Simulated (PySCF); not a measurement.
# C4H5BCl2: the cost of one run

Programs: PySCF 2.14.0, with density-fitted response routines of our own. Each step states its level of theory. These are calculated values for one molecule in the gas phase, unless marked as measured. Atoms are numbered from 0 throughout.

### Step 1. Starting geometry

12 atoms, charge 0, multiplicity 1; geometry from: GFN2-xTB. The atoms were then displaced at random by about 0.01 Å, so the start is not that level's minimum.

Bonds of the start (Å): C0–C1 1.50, C1–C2 1.28, C2–C3 1.37, C3–B4 1.52, B4–Cl5 1.74, B4–Cl6 1.74, C0–H7 1.11, C0–H8 1.07, C0–H9 1.08, C1–H10 1.08, C3–H11 1.07.

### Step 2. Optimising the geometry at PBE0-D3(BJ)/def2-SVP

What the job is given:

```
{"job": {"xc": "PBE0", "basis": "def2-SVP", "d3": "d3bj", "grid": 1, "shake": 0.01, "kind": "geom"}, "charge": 0, "multiplicity": 1}
C     -1.759950    -0.857660     0.948440
C     -1.041470    -0.654150    -0.347210
C      0.198430    -0.356770    -0.444590
C      1.514870    -0.002370    -0.514460
B      1.957230     1.453560    -0.554180
Cl     0.829210     2.771430    -0.486630
Cl     3.652310     1.826440    -0.635790
H     -2.572880    -0.098620     1.000260
H     -2.219410    -1.823680     1.003140
H     -1.122360    -0.700550     1.806110
H     -1.625230    -0.790880    -1.239700
H      2.228950    -0.795010    -0.544420
```

Command:

```
OMP_NUM_THREADS=1 python probes_run.py task.json out
```

One launch serves the whole session: the jobs run in the order shown.

Q: Estimate the wall time and peak memory of this first job on 1 thread of Arm Neoverse V1, shared host.

About 51 s, with a peak of 0.55 GiB.
